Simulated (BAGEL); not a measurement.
**HF/STO-3G (density fitting with qzvpp-jkfit) run of CH5ClOSi (SMILES CO[SiH2]Cl)**

What is the vertical ionisation energy of CH5ClOSi at HF/STO-3G (density fitting with qzvpp-jkfit)? 

The results are computed with BAGEL 1.2.2.

4 further runs of the same task are left out: 3 that didn't finish, 1 set aside as unsound or not needed.

## (1) The molecule

CH5ClOSi: 9 atoms, total charge 0, spin state singlet. SMILES: `CO[SiH2]Cl`. The coordinates come from a PBE0-D4/def2-TZVP relaxation. This is one conformer, not always the lowest.

Bond lengths: C1–O2 1.412 Å, O2–Si3 1.626 Å, Si3–Cl4 2.057 Å, C1–H5 1.090 Å, C1–H6 1.094 Å, C1–H7 1.096 Å, Si3–H8 1.474 Å, Si3–H9 1.483 Å. Some angles: C1–O2–Si3 124.4°, O2–Si3–Cl4 111.0°, O2–C1–H5 108.0°, O2–C1–H6 110.9°, O2–C1–H7 111.5°, O2–Si3–H8 106.8°, O2–Si3–H9 111.2°, Cl4–Si3–H8 108.7°, Cl4–Si3–H9 106.0°, H5–C1–H6 108.9°.

## (2) A single-point energy at HF/STO-3G (density fitting with qzvpp-jkfit)

Contents of calc.json:

```json
{ "bagel": [

{
  "title": "molecule",
  "basis": "sto-3g",
  "df_basis": "qzvpp-jkfit",
  "angstrom": true,
  "geometry": [
    { "atom": "C", "xyz": [      -0.841000,       0.987400,       0.447000 ] },
    { "atom": "O", "xyz": [       0.418200,       0.685500,      -0.117200 ] },
    { "atom": "Si", "xyz": [       0.891200,      -0.804900,      -0.562600 ] },
    { "atom": "Cl", "xyz": [       0.958100,      -2.072600,       1.056300 ] },
    { "atom": "H", "xyz": [      -0.939900,       2.072400,       0.489700 ] },
    { "atom": "H", "xyz": [      -0.920800,       0.584000,       1.460600 ] },
    { "atom": "H", "xyz": [      -1.659100,       0.583600,      -0.159700 ] },
    { "atom": "H", "xyz": [       2.251500,      -0.671700,      -1.115300 ] },
    { "atom": "H", "xyz": [      -0.069600,      -1.410100,      -1.515800 ] }
  ]
},

{
  "title": "hf"
},

{
  "title": "print",
  "file": "orbitals.molden",
  "orbitals": true
}

]}
```

On the command line:

```
BAGEL_NUM_THREADS=1 BAGEL calc.json > calc.out
```

The log of the run:

```text
* using 1 threads per process

  ===============================================================
  ===============================================================

  *** Geometry ***

  { "atom" : "C", "xyz" : [     -1.589260,      1.865916,      0.844708 ] },
  { "atom" : "O", "xyz" : [      0.790283,      1.295407,     -0.221476 ] },
  { "atom" : "Si", "xyz" : [      1.684124,     -1.521041,     -1.063160 ] },
  { "atom" : "Cl", "xyz" : [      1.810547,     -3.916646,      1.996118 ] },
  { "atom" : "H", "xyz" : [     -1.776154,      3.916268,      0.925399 ] },
  { "atom" : "H", "xyz" : [     -1.740060,      1.103600,      2.760134 ] },
  { "atom" : "H", "xyz" : [     -3.135245,      1.102844,     -0.301789 ] },
  { "atom" : "H", "xyz" : [      4.254718,     -1.269329,     -2.107612 ] },
  { "atom" : "H", "xyz" : [     -0.131525,     -2.664703,     -2.864447 ] },

  Number of auxiliary basis functions:      498

  Since a DF basis is specified, we compute 2- and 3-index integrals:
    o Being stored without compression. Storage requirement is 0.004 GB

  Number of basis functions:       33
  Number of electrons      :       50

    * METHOD: MOLECULE                             0.18

  *** RHF ***

  === Nuclear Repulsion ===
   223.0948276538

      * DIIS with orbital gradients will be used.

  === RHF iteration (sto-3g) ===
      0       -854.33921727          0.01344560           0.02
      1       -854.40970355          0.00351283           0.02
      2       -854.41420617          0.00080227           0.02
      3       -854.41454566          0.00013150           0.02
      4       -854.41456012          0.00002970           0.02
      5       -854.41456079          0.00000485           0.02
      6       -854.41456081          0.00000115           0.02
      7       -854.41456081          0.00000042           0.02
      8       -854.41456081          0.00000008           0.02
      9       -854.41456081          0.00000002           0.02
     10       -854.41456081          0.00000000           0.02
    * SCF iteration converged.

    * Permanent dipole moment:
           (    0.357410,    -0.483238,     0.815677) a.u.

    * METHOD: HF                                   0.32

    * METHOD: PRINT                                0.00

  ===============================================================
```

Run time: 0.7 s. Hardware: 1 thread of Intel Xeon Platinum 8488C (Sapphire Rapids), shared host; peak memory 0.08 GiB.

## (3) The doublet cation

Contents of calc.json:

```json
{ "bagel": [

{
  "title": "molecule",
  "basis": "sto-3g",
  "df_basis": "qzvpp-jkfit",
  "angstrom": true,
  "geometry": [
    { "atom": "C", "xyz": [   -0.841000,    0.987400,    0.447000 ] },
    { "atom": "O", "xyz": [    0.418200,    0.685500,   -0.117200 ] },
    { "atom": "Si", "xyz": [    0.891200,   -0.804900,   -0.562600 ] },
    { "atom": "Cl", "xyz": [    0.958100,   -2.072600,    1.056300 ] },
    { "atom": "H", "xyz": [   -0.939900,    2.072400,    0.489700 ] },
    { "atom": "H", "xyz": [   -0.920800,    0.584000,    1.460600 ] },
    { "atom": "H", "xyz": [   -1.659100,    0.583600,   -0.159700 ] },
    { "atom": "H", "xyz": [    2.251500,   -0.671700,   -1.115300 ] },
    { "atom": "H", "xyz": [   -0.069600,   -1.410100,   -1.515800 ] }
  ]
},
{ "title": "uhf", "charge": 1, "nopen": 1 },
{ "title": "print", "file": "orbitals.molden", "orbitals": true }

]}
```

On the command line:

```
BAGEL_NUM_THREADS=1 BAGEL calc.json > calc.out
```

The log of the run:

```text
* using 1 threads per process

  ===============================================================
  ===============================================================

  *** Geometry ***

  { "atom" : "C", "xyz" : [     -1.589260,      1.865916,      0.844708 ] },
  { "atom" : "O", "xyz" : [      0.790283,      1.295407,     -0.221476 ] },
  { "atom" : "Si", "xyz" : [      1.684124,     -1.521041,     -1.063160 ] },
  { "atom" : "Cl", "xyz" : [      1.810547,     -3.916646,      1.996118 ] },
  { "atom" : "H", "xyz" : [     -1.776154,      3.916268,      0.925399 ] },
  { "atom" : "H", "xyz" : [     -1.740060,      1.103600,      2.760134 ] },
  { "atom" : "H", "xyz" : [     -3.135245,      1.102844,     -0.301789 ] },
  { "atom" : "H", "xyz" : [      4.254718,     -1.269329,     -2.107612 ] },
  { "atom" : "H", "xyz" : [     -0.131525,     -2.664703,     -2.864447 ] },

  Number of auxiliary basis functions:      498

  Since a DF basis is specified, we compute 2- and 3-index integrals:
    o Being stored without compression. Storage requirement is 0.004 GB

  Number of basis functions:       33
  Number of electrons      :       50

    * METHOD: MOLECULE                             0.17

  *** Open-shell HF ***

  === Nuclear Repulsion ===
   223.0948276538

      * DIIS with orbital gradients will be used.

  === UHF iteration (sto-3g) ===
      0       -854.01615220          0.02777462           0.04
      1       -854.13662251          0.00840183           0.04
      2       -854.15176080          0.00440412           0.04
      3       -854.15735325          0.00170145           0.04
      4       -854.15834758          0.00045092           0.04
      5       -854.15846628          0.00037293           0.04
      6       -854.15851765          0.00033838           0.04
      7       -854.15863524          0.00030506           0.04
      8       -854.15897887          0.00015153           0.04
      9       -854.15903759          0.00009013           0.04
     10       -854.15907775          0.00002544           0.04
     11       -854.15908406          0.00000839           0.04
     12       -854.15908441          0.00000405           0.04
     13       -854.15908460          0.00000163           0.04
     14       -854.15908462          0.00000057           0.04
     15       -854.15908462          0.00000023           0.04
     16       -854.15908462          0.00000010           0.04
     17       -854.15908462          0.00000006           0.04
     18       -854.15908462          0.00000003           0.04
     19       -854.15908462          0.00000002           0.04
     20       -854.15908462          0.00000001           0.04
     21       -854.15908462          0.00000001           0.04
    * SCF iteration converged.

    * S^2 (UHF) is 0.7582

    * Permanent dipole moment:
           (    1.020058,    -2.003076,     1.110335) a.u.

    * METHOD: UHF                                  1.01

    * METHOD: PRINT                                0.00

  ===============================================================
```

Wall time 1.4 s (1 thread of Intel Xeon Platinum 8488C (Sapphire Rapids), shared host); peak memory 0.08 GiB.

## (4) What came out

At HF/STO-3G (density fitting with qzvpp-jkfit):

| quantity | value |
| --- | --- |
| singlet CH5ClOSi: total energy | -854.41456 Eh |
| singlet CH5ClOSi: dipole moment | 2.58 D |
| singlet CH5ClOSi: HOMO energy | -9.60 eV |
| singlet CH5ClOSi: LUMO energy | 9.76 eV |
| singlet CH5ClOSi: HOMO–LUMO gap | 19.36 eV |
| doublet cation: total energy | -854.15908 Eh |
| doublet cation: ⟨S²⟩ | 0.758 |
| vertical ionisation energy (to the doublet cation) | 6.952 eV |

In words: The vertical ionisation energy comes to 6.95 eV (160 kcal/mol). The negative HOMO energy of the first species, 9.60 eV, lies 2.65 eV above that difference. In a minimal basis such a difference can be off by several eV, whatever the method.
